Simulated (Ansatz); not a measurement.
# BClGaH₃ with the probe Cl-: a probe moved round a molecule

Computed with Ansatz 0.2.0. Level: RKS PBE0-D4/def2-SVPD.

## 1. Starting geometry

SMILES `[BH2][GaH][Cl]`, 6 atoms, charge 0, spin multiplicity 1.

Atoms are counted from 1 here; the program's logs count them from 0.

Bond lengths: B1–Ga2 2.068 Å, B1–H4 1.213 Å, B1–H5 1.213 Å, Ga2–Cl3 2.218 Å, Ga2–H6 1.568 Å. Angles: Ga2–B1–H4 120.8°, Ga2–B1–H5 120.8°, H4–B1–H5 118.2°, B1–Ga2–Cl3 105.7°, B1–Ga2–H6 142.0°, Cl3–Ga2–H6 112.3°.

Coordinates:

```csv
atom,x (Å),y (Å),z (Å)
B1,-0.8407,0.3158,-0.7209
Ga2,0.5638,0.0481,0.7728
Cl3,1.7038,-1.7685,0.2077
H4,-1.9254,-0.2227,-0.6581
H5,-0.5744,0.9527,-1.7181
H6,1.0729,0.6747,2.1166
```

This geometry comes from a loose relaxation at PBE in a small basis, which is not shown.

## 4. Setting up the map

The probe is moved over the molecule's main plane (x and y are the axes of that plane, centred on the molecule).

- x of the probe's Cl atom: 11 values from −5.20 to 5.20 Å
- y of the probe's Cl atom: 11 values from −5.20 to 5.20 Å

Nothing else is relaxed (molecule and probe rigid). Energies count from molecule and probe far apart, each relaxed in its own basis (no counterpoise correction). Points are written as (first, second).

The probe Cl- moves over a plane: the molecule's main plane. The molecule is turned into the frame of its main axes, as the inputs below show.

(The set-up runs are not shown.)

## 5. Grid point (−5.20 Å, −3.12 Å)

input.yaml reads:

```yaml
crystal:
  periodic: [false, false, false]
  atoms:
    - { symbol: B, position_ang: [1.720059, -0.426161, 0.0] }
    - { symbol: Ga, position_ang: [0.059034, 0.811265, 0.0] }
    - { symbol: Cl, position_ang: [-1.779093, -0.385103, 0.0] }
    - { symbol: H, position_ang: [2.208926, -0.815131, -1.031415] }
    - { symbol: H, position_ang: [2.208697, -0.815391, 1.031425] }
    - { symbol: H, position_ang: [-0.229171, 2.3445, 1.1e-05] }
    - { symbol: Cl, position_ang: [-5.2, -3.12, 0.0] }
total_charge: -1
basis:
  gaussian: { orbitals: def2-SVPD }
hamiltonian:
  xc: pbe0
  dispersion: d4
output:
  forces: true
```

Command:

```bash
ansatz run input.yaml --threads 1 --pin off --max-ram 2560MiB --backend cpu --events-out ev --progress --plain --runs-dir out
```

Q: Estimate wall time and peak memory on 1 thread of AMD EPYC 9R14 (Zen 4), shared host.

About 15 s, with a peak of 0.37 GiB.
